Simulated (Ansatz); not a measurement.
# CH3BF2O: the cost of one run

Method: RKS BHLYP/def2-SVP, in Ansatz 0.2.0.

**1. The system as given**

Bond lengths: O1–B2 1.318 Å, B2–F3 1.344 Å, B2–C4 1.597 Å, C4–F5 1.378 Å, O1–H6 0.959 Å, C4–H7 1.096 Å, C4–H8 1.096 Å. Angles: O1–B2–F3 119.5°, O1–B2–C4 124.0°, F3–B2–C4 116.5°, B2–O1–H6 117.8°, B2–C4–F5 114.0°, B2–C4–H7 111.1°, B2–C4–H8 111.1°, F5–C4–H7 106.4°, F5–C4–H8 106.4°, H7–C4–H8 107.5°.

Structure file:

```xyz
8

O    -1.1185    0.6819    0.9751
B    -0.0863   -0.0449    0.5975
F     0.6028   -0.7445    1.5151
C     0.4217   -0.1568   -0.9130
F    -0.3256    0.5753   -1.8105
H    -1.3453    0.6871    1.9072
H     1.4547    0.1976   -1.0087
H     0.3965   -1.1956   -1.2627
```

**2. Relaxing end A**

File input.yaml:

```yaml
crystal:
  periodic: [false, false, false]
  atoms:
    - { symbol: O, position_ang: [-1.11851, 0.68193, 0.97511] }
    - { symbol: B, position_ang: [-0.08627, -0.04492, 0.59746] }
    - { symbol: F, position_ang: [0.60279, -0.74454, 1.51505] }
    - { symbol: C, position_ang: [0.42169, -0.1568, -0.91295] }
    - { symbol: F, position_ang: [-0.32564, 0.57529, -1.81054] }
    - { symbol: H, position_ang: [-1.34529, 0.68705, 1.90719] }
    - { symbol: H, position_ang: [1.45471, 0.19755, -1.00865] }
    - { symbol: H, position_ang: [0.39653, -1.19557, -1.26266] }
basis:
  gaussian: { orbitals: def2-SVP }
hamiltonian:
  xc: { name: BHLYP }
relax:
  f_tol: 0.015
  max_steps: 40
```

Launch:

```
$ ansatz run input.yaml --threads 1 --pin off --max-ram 2048MiB --backend cpu --events-out ev --progress --plain --runs-dir out
```

What time and memory should one allow on 1 thread of Arm Neoverse V2, shared host?

About 26 s, with a peak of 0.16 GiB.
